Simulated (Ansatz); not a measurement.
## CaI in Ansatz: the effect of target pressure

CaI:

```
I Ca
1.0
     4.14682    0.00000    0.00000
    -2.07341    3.59125    0.00000
     0.00000    0.00000    4.57623
I Ca
1 1
Cartesian
  2.0734 1.1971 0.0000
  0.0000 0.0000 2.2881
```

The cell comes from a database or a generator and needn't be the stable form of this composition.

Alike in all runs:

- Program: Ansatz 0.2.0
- Task: relaxation of cell and atoms
- Functional: PBEsol
- Potentials or basis: Ansatz PAW
- Cutoff: 420 eV (not typed: the program's choice for these potentials)
- k mesh: 7 × 7 × 6
- Occupations: fermi-dirac, width 0.05 eV
- Spin: no spin polarisation

Each run relaxes the cell or the atoms first.

| target pressure | relaxed volume (Å³/atom) |
| --- | --- |
| 0 GPa | 31.53 |
| 2 GPa | 29.61 |
| 5 GPa | 27.66 |
| 10 GPa | 25.49 |
| 20 GPa | 22.79 |
| 30 GPa | ? |

**Question.** What does the run with target pressure 30 GPa give?

**Answer.** Relaxed volume 21.03 Å³/atom.

Worked out: In Murnaghan's law V^(-B') rises as a straight line in P. The other rows fit best with B' = 4.2, V0 = 31.50 Å³/atom and B0 = 29 GPa, which gives 21.14 Å³/atom at 30 GPa, against the run's 21.03.

Caveats: the plane-wave basis is chosen anew once the cell has moved, so the energies of steps on either side of that aren't comparable; an odd number of electrons without spin polarisation forces a metal; a magnetic or distorted state may lie lower; the PAW data sets come from PBE, with cores solved anew for the run's functional, which leaves a small shift of forces and pressure; the volume moved by over 15 % at a fixed basis, so the end points are rough (some runs).
